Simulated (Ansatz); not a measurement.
# Si2Mo: the cost of one run

Program: Ansatz 0.2.0. Level of theory: DFT r2SCAN, scalar-relativistic, plane waves, PAW. These are calculated values, not measurements.

2 further runs of the same task are left out: 2 set aside as unsound or not needed.

### Step 1. The system as given

Symmetry: P6_222, No. 180, hexagonal system. The conventional cell has a = 4.584 Å, b = 4.584 Å, c = 6.577 Å, α = 90.00°, β = 90.00°, γ = 120.00°. Si (site symmetry 2) is surrounded by 5 Si at 2.55 to 2.67 Å and 5 Mo at 2.57 to 2.67 Å. Mo (site symmetry 222) has 10 Si at 2.57 to 2.67 Å in its first shell of neighbours.

Structure file:

```cif
data_structure
_symmetry_space_group_name_H-M 'P6_222'
_symmetry_Int_Tables_number 180
_cell_length_a 4.5840
_cell_length_b 4.5840
_cell_length_c 6.5768
_cell_angle_alpha 90.000
_cell_angle_beta 90.000
_cell_angle_gamma 120.000
_cell_volume 119.68
loop_
_atom_site_label
_atom_site_type_symbol
_atom_site_symmetry_multiplicity
_atom_site_Wyckoff_symbol
_atom_site_fract_x
_atom_site_fract_y
_atom_site_fract_z
_atom_site_occupancy
Si1 Si 6 j 0.16386 0.83614 0.83333 1
Mo1 Mo 3 d 0.50000 0.00000 0.50000 1
```

It goes back to an entry of the Materials Project, which need not be the stable form.

It is built from the cell relaxed beforehand with the same method (13.30 Å³/atom).

### Step 2. The undisturbed cell

input.yaml reads:

```yaml
crystal:
  lattice:
    - [-4.5839769341, 0.0, 0.0]
    - [2.2919884671, -3.9698404753, 0.0]
    - [0.0, 0.0, 13.1536827382]
  atoms:
    - { symbol: Si, position: [0.836139628, 0.163860372, 0.4166666667] }
    - { symbol: Si, position: [0.836139628, 0.163860372, 0.9166666667] }
    - { symbol: Si, position: [0.672279256, 0.836139628, 0.0833333333] }
    - { symbol: Si, position: [0.672279256, 0.836139628, 0.5833333333] }
    - { symbol: Si, position: [0.163860372, 0.327720744, 0.25] }
    - { symbol: Si, position: [0.163860372, 0.327720744, 0.75] }
    - { symbol: Si, position: [0.163860372, 0.836139628, 0.4166666667] }
    - { symbol: Si, position: [0.163860372, 0.836139628, 0.9166666667] }
    - { symbol: Si, position: [0.327720744, 0.163860372, 0.0833333333] }
    - { symbol: Si, position: [0.327720744, 0.163860372, 0.5833333333] }
    - { symbol: Si, position: [0.836139628, 0.672279256, 0.25] }
    - { symbol: Si, position: [0.836139628, 0.672279256, 0.75] }
    - { symbol: Mo, position: [0.5, 0.0, 0.25] }
    - { symbol: Mo, position: [0.5, 0.0, 0.75] }
    - { symbol: Mo, position: [0.0, 0.5, 0.0833333333] }
    - { symbol: Mo, position: [0.0, 0.5, 0.5833333333] }
    - { symbol: Mo, position: [0.5, 0.5, 0.4166666667] }
    - { symbol: Mo, position: [0.5, 0.5, 0.9166666667] }
basis:
  ecutwfc: 500
kpoints:
  mp_grid: { grid: [8, 8, 3] }
hamiltonian:
  xc: r2scan
scf:
  occupations: { method: gaussian, width: 0.03 }
output:
  forces: true
  stress: true
  eigenvalues: true
  write_density: true
  write_potential: true
  elf: true
  volumetric_format: npy
```

Started as:

```console
$ ansatz run input.yaml --threads 2 --pin off --max-ram 5120MiB --backend cpu --events-out ev --progress --plain --runs-dir out
```

Q: Estimate wall time and peak memory on 2 threads of Intel Xeon Platinum 8259CL at 2.50GHz (Skylake/Cascade Lake), shared host.

About 40 s, with a peak of 1.2 GiB.
